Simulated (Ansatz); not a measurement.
# GaSi2H5: small, medium and large basis sets

How large a basis does GaSi2H5 need? Two functionals are run in growing sets.

Computed with Ansatz 0.2.0, Gaussian basis. Level: one geometry, several basis sets.

The runs, in order: PBE0-D4/def2-SVP; ωB97M-V/def2-SVP; PBE0-D4/def2-QZVPP; ωB97M-V/def2-QZVPP; the functionals' def2-TZVPP values are taken from earlier runs.

## 1. Structure used throughout

All runs share one geometry, relaxed beforehand with PBE0-D4 in a triple-zeta def2 set.

8 atoms, charge 0, spin multiplicity 1.

Atoms are counted from 1 here; the program's logs count them from 0.

Bond lengths: Si1–Si2 2.339 Å, Si1–Ga3 2.591 Å, Si1–H4 1.500 Å, Si1–H5 1.500 Å, Si2–H6 1.491 Å, Si2–H7 1.490 Å, Si2–H8 1.491 Å. Angles: Si2–Si1–Ga3 113.9°, Si2–Si1–H4 106.5°, Si2–Si1–H5 106.5°, Ga3–Si1–H4 111.8°, Ga3–Si1–H5 111.9°, H4–Si1–H5 105.7°, Si1–Si2–H6 109.9°, Si1–Si2–H7 114.3°, Si1–Si2–H8 109.8°, H6–Si2–H7 107.7°, H6–Si2–H8 107.1°, H7–Si2–H8 107.7°.

## 2. PBE0-D4 in def2-SVP

Input file in.yaml:

```yaml
crystal:
  periodic: [false, false, false]
  atoms:
    - {symbol: Si, position_ang: [-0.958087, 0.090707, -0.598769]}
    - {symbol: Si, position_ang: [1.133600, -0.014634, 0.442442]}
    - {symbol: Ga, position_ang: [-2.890195, -0.878339, 0.830373]}
    - {symbol: H, position_ang: [-0.818954, -0.627770, -1.907876]}
    - {symbol: H, position_ang: [-1.188290, 1.530685, -0.948764]}
    - {symbol: H, position_ang: [1.097219, 0.737739, 1.729571]}
    - {symbol: H, position_ang: [2.252052, 0.535590, -0.373553]}
    - {symbol: H, position_ang: [1.464855, -1.431179, 0.770776]}
basis:
  gaussian: {orbitals: def2-SVP}
hamiltonian: {xc: pbe0, dispersion: d4}
output: {orbitals: {seedname: orbitals}}
```

On the command line:

```bash
$ ansatz run in.yaml --threads 2 --pin off --events-out ev --progress --plain --max-ram 4352MiB
```

After this run come: ωB97M-V in def2-SVP; PBE0-D4 in def2-QZVPP; ωB97M-V in def2-QZVPP.

Before running them: what should the planned runs give, taken together? Wanted: PBE0-D4: double and triple zeta above quadruple; ωB97M-V: double and triple zeta above quadruple.

The runs gave:

```
                                       quantity           value
PBE0-D4: double and triple zeta above quadruple  13.92, 1.70 eV
ωB97M-V: double and triple zeta above quadruple  13.89, 1.64 eV
```

PBE0-D4 gains 12.22 eV from double to triple zeta, then 1.70 eV more. Total energies overstate the basis error of differences, where much of it tends to cancel.
